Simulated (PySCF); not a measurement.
# BrCl3Si: the cost of one run

Programs: PySCF 2.14.0, with density-fitted response routines of our own. Each step states its level of theory. These are calculated values for one molecule, in the gas phase or a continuum, unless marked as measured. Atoms count from 0, in the outputs and in this text.

## Step 1: The starting structure

5 atoms, charge 0, multiplicity 1; geometry from: GFN2-xTB. The atoms were then displaced at random by about 0.01 Å, so the start is not that level's minimum.

Bonds of the start (Å): Cl0–Si1 2.02, Si1–Cl2 2.02, Si1–Cl3 1.99, Si1–Br4 2.20.

## Step 2: Optimising the geometry at PBE0-D3(BJ)/def2-TZVP

The job: settings as JSON, then the geometry in Å.

```
{"job": {"xc": "PBE0", "basis": "def2-TZVP", "d3": "d3bj", "grid": 2, "shake": 0.01, "kind": "geom"}, "charge": 0, "multiplicity": 1}
Cl    -0.547280    -1.473650    -1.305860
Si    -0.063880     0.007790    -0.027120
Cl    -0.079980     1.800140    -0.949660
Cl    -1.256020     0.027240     1.561530
Br     1.980740    -0.395490     0.683210
```

The run is started by

```console
$ OMP_NUM_THREADS=1 python probes_run.py task.json out
```

The driver reads the jobs from task.json and runs them one after another.

**Question.** How long does this first job take on 1 thread of AMD EPYC 9R45, shared host, and how much memory does it need?

About 42 s, with a peak of 0.82 GiB.
